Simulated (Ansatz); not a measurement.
# BaZn, space group Pm-3m: a surface slab

With Ansatz 0.2.0, Python API.

Contents of `bazn.cif`:
```cif
data_BaZn
_cell_length_a 4.078513
_cell_length_b 4.078513
_cell_length_c 4.078513
_cell_angle_alpha 90.00000
_cell_angle_beta 90.00000
_cell_angle_gamma 90.00000
_symmetry_space_group_name_H-M 'P 1'
_symmetry_Int_Tables_number 1
loop_
_symmetry_equiv_pos_as_xyz
'x, y, z'
loop_
_atom_site_label
_atom_site_type_symbol
_atom_site_fract_x
_atom_site_fract_y
_atom_site_fract_z
Ba1 Ba    0.000000    0.000000    0.000000
Zn2 Zn    0.500000    0.500000    0.500000
```

Run as a notebook:

```python
import ansatz as az
from ase.build import surface
from ase.io import read
import numpy as np
```

```python
SCF_TOL = 1e-08
XC = "r2scan"
DISPERSION = "d4"
SMEARING = "fermi_dirac"
SMEARING_WIDTH = 0.3

atoms = read("bazn.cif")
# the plane is named in the basis of this cell
slab = surface(atoms, (1, 0, 1), 3, vacuum=7.0)
slab.pbc = True

print(slab.get_chemical_formula(), "area {:.3f} A^2, cell height {:.2f} A".format(np.linalg.norm(np.cross(slab.cell[0], slab.cell[1])), slab.cell[2, 2]))
```

    Ba3Zn3 area 23.524 A^2, cell height 19.77 A

```python
def common(structure):
    return (
        az.Crystal.from_ase(structure).calculation()
        .scf(tolerance=SCF_TOL)
        .functional(XC, dispersion=DISPERSION)
        .occupations(SMEARING, width=SMEARING_WIDTH)
    )
```

```python
job = common(slab)
job = job.kpoints(3, 4, 1)
job = job.electric_field(axis=3, dipole_correction=True)
job = job.potential().forces()
result = job.run(threads=1, backend="cpu")
report = result.report

{key: value for key, value in report.items() if isinstance(value, (int, float)) and "ev" in key}
```

    DeckWarning: basis.ecutwfc = 500 eV, auto-derived from the records' recommended cutoffs: set by Ba (their level for a meta-GGA)
    RunWarning: efield: at this solve's end the planar-averaged density reaches 5.23e-5 e/Å³ inside the ramp window [0.8994, 0.1006] (bound 1e-5 e/Å³); the window's nearer edge stands 5.01 Å from this solve's nearest atom along the axis. Its work functions, free energy, forces, stress, dipole, levels and responses can be off, and this figure does not tell by how much. A short vacuum, a low [...]
    RunWarning: The output density's exchange-correlation potential varies sharply where the density is thin. Do not read a vacuum level from v_tot or v_xc, or from such a field of the output density. On a cell that repeats whose density bears no net charge and no dipole along the vacuum's axis use v_es (v_loc + v_h of the components); under efield.dipole_correction with no amplitude use v_es + [...]
    {'n_hpsi_unsolved_levels': 174,
     'gap_by_band_count_ev': -1.2514213508667849,
     'fermi_energy_ev': 1.954942274485588,
     'harris_foulkes_ev': -27870.95957143033,
     'scf_correction_max_component_ev_ang': 0.0008853466154316692,
     'free_energy_ev': -27870.959571402607,
     'internal_energy_ev': -27869.309079734514,
     'lagrangian_ev': -27870.959571402607,
     'energy_sigma0_ev': -27870.13432556856,
     'lagrangian_sigma0_ev': -27870.13432556856,
     'lagrangian_above_aufbau_ev': -0.8877993904173004,
     'entropy_ts_ev': 1.650491668094152,
     'loop_fermi_energy_ev': 1.954942274485588,
     'occupations_fermi_energy_ev': 1.9549422744856042}

```python
print(f"slab free energy {report['free_energy_ev']:.4f} eV, Fermi level {report['fermi_energy_ev']:.3f} eV")
for key, value in report["work_function"].items():
    if isinstance(value, float):
        print(f"{key:34s} {value:12.5f}")
```

    slab free energy -27870.9596 eV, Fermi level 1.955 eV
    ramp_position                           0.95000
    ramp_width                              0.10000
    amplitude_v_ang                         0.00000
    dipole_field_v_ang                      0.00000
    dipole_moment_e_ang                     0.00000
    phi_plus_ev                             2.88699
    phi_minus_ev                            2.88743
    vacuum_level_plus_ev                    4.84193
    vacuum_level_minus_ev                   4.84237
    flatness_plus_ev_ang                    0.00696
    flatness_minus_ev_ang                   0.00556
    ramp_density_extremum_e_ang3            0.00005
    ramp_density_minimum_e_ang3             0.00000
    ramp_density_bound_e_ang3               0.00001
    ramp_density_effective_e_ang3           0.00005
    plane_spacing_ang                       0.13179

```python
print("z (A) and force along z (eV/A)")
for site, force in sorted(zip(result.lattice.sites, report["forces_ev_ang"]), key=lambda pair: pair[0].position_ang[2]):
    print(f"{site.symbol:3s} {site.position_ang[2]:8.3f} {force[2]:9.4f}")
```

    z (A) and force along z (eV/A)
    Ba     7.000   -0.0634
    Zn     7.000    0.2142
    Ba     9.884   -0.0000
    Zn     9.884   -0.0000
    Ba    12.768    0.0634
    Zn    12.768   -0.2142

Notes:
- The settings weren't tested for convergence.
- Dispersion corrections can be off by several per cent in the lattices of metals, and by several GPa in the pressure at a fixed cell.
- The density doesn't vanish in the vacuum (a short gap or a low cutoff), which blurs the vacuum level.
- For a metal this k-point mesh is coarse: on a finer one energies can move by several to tens of meV an atom and pressures by half a GPa or more, differences at one mesh by less.
- Only differences from the Fermi energy are physical; the zero of the scale is a convention.
- A Fermi-Dirac width this large means warm electrons, whose thermal share enters the free energy.
- A gap by band count of zero or less means overlapping bands, a metal.
- This cell is a computed structure, which may not be the phase found in nature.
- Levels are Kohn-Sham eigenvalues on this mesh, without spin-orbit coupling.
- Warnings are shown shortened and without file and line.
- The slab is thin and cut from the structure as given; a cut can leave two unlike or polar faces, and the surface energy is then their mean. Miller indices refer to the vectors of the cell as typed, and the lattice isn't relaxed for this functional, so relaxation and surface energy can hold strain.
- Hardware and time: 46 s on 1 thread of Arm Neoverse V2 (shared host), peak memory 1.5 GiB.

(Lines on the test bed's own set-up are left out of the output.)
